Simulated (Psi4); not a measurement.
# One shape, several levels: SnH3OF (SMILES [OH][SnH2][F])

Aim: a comparison of 3 runs (M06-2X/def2-SVPD, M06-L/def2-SVPD, PBE0/def2-SVPD) of SnH3OF. 

The results are computed with Psi4 1.11.

6 further runs of the same task are left out: 6 that didn't finish. Runs told in other sessions of the task aren't counted.

## (1) The structure to begin with

SnH3OF has 6 atoms, charge 0, and is taken as a singlet. As SMILES, `[OH][SnH2][F]`. The Sn2–H6 distance was set to 3.045 Å, away from the relaxed value. At this shape a bond of the SMILES string is far longer than usual.

Bond lengths: O1–Sn2 1.948 Å, Sn2–F3 1.922 Å, O1–H4 0.960 Å, Sn2–H5 1.701 Å. Angles: O1–Sn2–F3 105.3°, O1–Sn2–H5 111.8°, F3–Sn2–H5 104.3°, Sn2–O1–H4 114.0°.

## (2) Energy and gradient at M06-2X/def2-SVPD (core potential) (run 1)

File input.dat:

```
memory 2200 MB

molecule m {
  0 1
  O     -2.24227154    -1.29567560    -3.23439287
  Sn     1.00182130    -0.18281588    -1.89514397
  F      3.09337017    -3.15157563    -1.86037301
  H     -2.15572208    -1.96218200    -4.91946166
  H      2.50188590     1.82256148    -3.90921407
  H      0.03307021     1.31657219     3.57517286
  units au
  symmetry c1
  no_reorient
  no_com
}

set globals {
  puream true
  e_convergence 1e-09
  d_convergence 1e-08
  scf_type pk
  dft_radial_points 99
  dft_spherical_points 590
}

energy_value, wavefunction = gradient('m06-2x/def2-SVPD', return_wfn=True)
oeprop(wavefunction, 'LOWDIN_CHARGES', 'DIPOLE', 'MULLIKEN_CHARGES', title='M06-2X')
```

Launch:

```console
$ psi4 -n 1 input.dat output.dat
```

output.dat:

```text
[...]
    !!!  WARNING: ECP capability is in beta. Please check occupations closely.  !!!
[...]
  Running in c1 symmetry.
[...]
  Nuclear repulsion =  141.578661600997719
[...]
  Multiplicity = 1
[...]
  Nalpha       = 21
  Nbeta        = 21
[...]
    Number of basis functions: 102
[...]
   @RKS iter   1:  -390.23478687666142   -1.18170e+00   9.23138e-03 ADIIS/DIIS
[...]
   @RKS iter  13:  -390.81037061840908   -1.39266e-11   7.58491e-09 DIIS
[...]
    Orbital Energies [Eh]
    ---------------------
    Doubly Occupied:
       1A    -25.224257     2A    -19.656835     3A     -5.401351
       4A     -3.717728     5A     -3.716189     6A     -3.714035
       7A     -1.289362     8A     -1.238865     9A     -1.227139
      10A     -1.224789    11A     -1.223991    12A     -1.194821
      13A     -1.086096    14A     -0.620702    15A     -0.555499
      16A     -0.501824    17A     -0.496376    18A     -0.478435
      19A     -0.429379    20A     -0.412269    21A     -0.305364
[...]
  @RKS Final Energy:  -390.81037061840908
   => Energetics <=
    Nuclear Repulsion Energy =            141.5786616009977195
    One-Electron Energy =                -902.2355119006278983
    Two-Electron Energy =                 388.2274826877183500
    DFT Exchange-Correlation Energy =     -18.3810030064972949
    Empirical Dispersion Energy =           0.0000000000000000
    VV10 Nonlocal Energy =                  0.0000000000000000
    Total Energy =                       -390.8103706184090811
[...]
  -Total Gradient:
     Atom            X                  Y                   Z
    ------   -----------------  -----------------  -----------------
       1        0.009613597537     0.001373645883     0.000422164208
       2        0.004904953612    -0.018289746509    -0.045680271902
       3       -0.006113451547     0.008971655703    -0.001122065430
       4        0.002196631165     0.002944389210     0.003749296010
       5       -0.002924198135    -0.005771165337     0.000352057105
       6       -0.007727131862     0.010798385657     0.042277546172
[...]
 Multipole Moments:
 ------------------------------------------------------------------------------------
     Multipole            Electronic (a.u.)      Nuclear  (a.u.)        Total (a.u.)
 ------------------------------------------------------------------------------------
 L = 1.  Multiply by 2.5417464519 to convert [e a0] to [Debye]
 Dipole X            :        -32.2092234           32.3214618            0.1122385
 Dipole Y            :         42.3491194          -41.5745832            0.7745362
 Dipole Z            :         88.6730584          -89.5651703           -0.8921119
 Magnitude           :                                                    1.1867466
[...]
  Mulliken Charges: (a.u.)
   Center  Symbol    Alpha    Beta     Spin     Total
       1     O     4.39907  4.39907  0.00000 -0.79814
       2    SN    10.32894 10.32894  0.00000  1.34212
       3     F     4.84183  4.84183  0.00000 -0.68365
       4     H     0.40369  0.40369  0.00000  0.19262
       5     H     0.50443  0.50443  0.00000 -0.00886
       6     H     0.52205  0.52205  0.00000 -0.04410
   Total alpha = 21.00000, Total beta = 21.00000, Total charge =  0.00000
  Lowdin Charges: (a.u.)
   Center  Symbol    Alpha    Beta     Spin     Total
[...]
```

It took 33 s on 1 thread of Intel Xeon 6975P-C (Granite Rapids), shared host; peak memory 1.1 GiB.

## (3) Energy and gradient at M06-L/def2-SVPD (core potential) (run 2)

File run.py:

```python
import numpy as np
from ase.calculators.psi4 import Psi4
from ase import Atoms

mol = Atoms(['O', 'Sn', 'F', 'H', 'H', 'H'], positions=[
    [-1.186559, -0.685642, -1.711567],
    [0.530141, -0.096742, -1.002867],
    [1.636941, -1.667742, -0.984467],
    [-1.140759, -1.038342, -2.603267],
    [1.323941, 0.964458, -2.068667],
    [0.017500, 0.696700, 1.891900],
])
calc = Psi4(atoms=mol, method='m06-l', basis='def2-SVPD', memory='2200MB', num_threads=1, charge=0, multiplicity=1, label='psi4-calc')
calc.psi4.set_options({'puream': True, 'e_convergence': 1e-09, 'd_convergence': 1e-08, 'scf_type': 'pk', 'dft_radial_points': 99, 'dft_spherical_points': 590})
mol.calc = calc

forces = mol.get_forces()
print(f'energy: {mol.get_potential_energy():.6f} eV')
print('forces / eV A^-1')
print(np.round(forces, 5))
```

Launch:

```console
$ python run.py
```

psi4-calc.dat:

```text
[...]
    !!!  WARNING: ECP capability is in beta. Please check occupations closely.  !!!
[...]
  Running in c1 symmetry.
[...]
  Nuclear repulsion =  141.578661615840048
[...]
  Multiplicity = 1
[...]
  Nalpha       = 21
  Nbeta        = 21
[...]
    Number of basis functions: 102
[...]
   @RKS iter   1:  -390.29753139387577   -7.03412e-01   1.07919e-02 DIIS/ADIIS
[...]
   @RKS iter  15:  -391.09216796688003   -4.88853e-11   9.27945e-09 DIIS
[...]
    Orbital Energies [Eh]
    ---------------------
    Doubly Occupied:
       1A    -24.475818     2A    -18.988733     3A     -5.080457
       4A     -3.435373     5A     -3.433152     6A     -3.430354
       7A     -1.119404     8A     -1.049554     9A     -1.034847
      10A     -1.033461    11A     -1.032194    12A     -1.015286
      13A     -0.940087    14A     -0.508818    15A     -0.440861
      16A     -0.381780    17A     -0.360222    18A     -0.352313
      19A     -0.318146    20A     -0.294251    21A     -0.249490
[...]
  @RKS Final Energy:  -391.09216796688003
   => Energetics <=
    Nuclear Repulsion Energy =            141.5786616158400477
    One-Electron Energy =                -902.7247820950603909
    Two-Electron Energy =                 408.3478747533036994
    DFT Exchange-Correlation Energy =     -38.2939222409633615
    Empirical Dispersion Energy =           0.0000000000000000
    VV10 Nonlocal Energy =                  0.0000000000000000
    Total Energy =                       -391.0921679668800266
[...]
 Multipole Moments:
 ------------------------------------------------------------------------------------
     Multipole            Electronic (a.u.)      Nuclear  (a.u.)        Total (a.u.)
 ------------------------------------------------------------------------------------
 L = 1.  Multiply by 2.5417464519 to convert [e a0] to [Debye]
 Dipole X            :          5.9337850           -5.8189227            0.1148623
 Dipole Y            :         15.3416186          -14.6241482            0.7174704
 Dipole Z            :          3.6800535           -4.5634322           -0.8833786
 Magnitude           :                                                    1.1438160
[...]
  -Total Gradient:
     Atom            X                  Y                   Z
    ------   -----------------  -----------------  -----------------
       1        0.018331069917     0.003361141452     0.002804541169
       2        0.004045335694    -0.023200974242    -0.044765202833
       3       -0.011108005054     0.015559019025    -0.000746682440
       4        0.000039357813     0.002498985272     0.003159224689
       5       -0.004905038928    -0.007911566449     0.003382844228
       6       -0.006486901128     0.009089869957     0.035960837510
[...]
```

The script printed:

```text
energy: -10642.159954 eV
forces / eV A^-1
[[-9.42620e-01 -1.72840e-01 -1.44220e-01]
 [-2.08020e-01  1.19304e+00  2.30192e+00]
 [ 5.71200e-01 -8.00080e-01  3.84000e-02]
 [-2.02000e-03 -1.28500e-01 -1.62450e-01]
 [ 2.52230e-01  4.06830e-01 -1.73950e-01]
 [ 3.33570e-01 -4.67420e-01 -1.84918e+00]]
```

It took 35 s on 1 thread of Intel Xeon 6975P-C (Granite Rapids), shared host; peak memory 1.1 GiB.

## (4) A single-point energy at PBE0/def2-SVPD (core potential) (run 3)

File calc.dat:

```
memory 2200 mb

molecule mol {
  0 1
  O
  Sn 1 R2
  F 2 R3 1 A3
  H 1 R4 2 A4 3 D4
  H 2 R5 3 A5 1 D5
  H 2 R6 5 A6 3 D6

  R2 = 1.948363
  R3 = 1.921818
  A3 = 105.29803
  R4 = 0.960012
  A4 = 114.00826
  D4 = -61.06827
  R5 = 1.700645
  A5 = 104.31635
  D5 = -117.88762
  R6 = 3.045
  A6 = 120.78172
  D6 = 120.89324
  units angstrom
  symmetry c1
  no_reorient
  no_com
}

set basis def2-SVPD
set puream true
set e_convergence 1e-09
set d_convergence 1e-08
set scf_type pk
set dft_radial_points 99
set dft_spherical_points 590

energy('pbe0')
print_variables()
```

Launch:

```console
$ psi4 calc.dat calc.out -n 1
```

calc.out:

```text
[...]
    !!!  WARNING: ECP capability is in beta. Please check occupations closely.  !!!
[...]
  Running in c1 symmetry.
[...]
  Nuclear repulsion =  141.578671636231775
[...]
  Multiplicity = 1
[...]
  Nalpha       = 21
  Nbeta        = 21
[...]
    Number of basis functions: 102
[...]
   @RKS iter   1:  -390.12484939602257   -8.93296e-01   9.71001e-03 DIIS/ADIIS
[...]
   @RKS iter  14:  -390.77465583386930   -1.41540e-11   6.93781e-09 DIIS
[...]
    Orbital Energies [Eh]
    ---------------------
    Doubly Occupied:
       1A    -24.751836     2A    -19.237555     3A     -5.212142
       4A     -3.546631     5A     -3.545304     6A     -3.543246
       7A     -1.179678     8A     -1.123718     9A     -1.108957
      10A     -1.107135    11A     -1.106304    12A     -1.082717
      13A     -0.996037    14A     -0.568118    15A     -0.495281
      16A     -0.436021    17A     -0.422280    18A     -0.411954
      19A     -0.370304    20A     -0.349718    21A     -0.278957
[...]
  @RKS Final Energy:  -390.77465583386930
   => Energetics <=
    Nuclear Repulsion Energy =            141.5786716362317748
    One-Electron Energy =                -902.6028706631814202
    Two-Electron Energy =                 399.1048993638771094
    DFT Exchange-Correlation Energy =     -28.8553561707967425
    Empirical Dispersion Energy =           0.0000000000000000
    VV10 Nonlocal Energy =                  0.0000000000000000
    Total Energy =                       -390.7746558338693035
[...]
 Multipole Moments:
 ------------------------------------------------------------------------------------
     Multipole            Electronic (a.u.)      Nuclear  (a.u.)        Total (a.u.)
 ------------------------------------------------------------------------------------
 L = 1.  Multiply by 2.5417464519 to convert [e a0] to [Debye]
 Dipole X            :          1.5649835           -0.6282425            0.9367410
 Dipole Y            :         12.5508852          -11.9396543            0.6112309
 Dipole Z            :         11.2265327          -11.2071592            0.0193734
 Magnitude           :                                                    1.1186877
[...]
```

It took 15 s on 1 thread of Intel Xeon 6975P-C (Granite Rapids), shared host; peak memory 0.84 GiB.

## (5) All runs side by side

```
run                              level      task  energy (Eh)  dipole moment (D)  HOMO energy (eV)  LUMO energy (eV)  wall time
  1  M06-2X/def2-SVPD (core potential)  gradient  -390.810371               3.02             -8.31             -3.25       33 s
  2   M06-L/def2-SVPD (core potential)  gradient  -391.092168               2.91             -6.79             -4.64       35 s
  3    PBE0/def2-SVPD (core potential)    energy  -390.774656               2.84             -7.59             -4.21       15 s
```

## (6) Results

```
            quantity          value
 run 3: total energy  -390.77466 Eh
run 3: dipole moment         2.84 D
  run 3: HOMO energy       -7.59 eV
  run 3: LUMO energy       -4.21 eV
run 3: HOMO–LUMO gap        3.38 eV
```

In words: The dipole moment (its size) runs from 2.84 D (PBE0/def2-SVPD) to 3.02 D (M06-2X/def2-SVPD). The HOMO–LUMO gap runs from 2.15 eV (M06-L/def2-SVPD) to 5.06 eV (M06-2X/def2-SVPD). Totals of different functionals can't be ranked against each other. In all runs a closed-shell determinant meets a far-stretched bond; if it breaks into open shells, such a determinant describes it badly, and no broken-symmetry solution was shown. All runs together took 83 s, the longest 35 s.
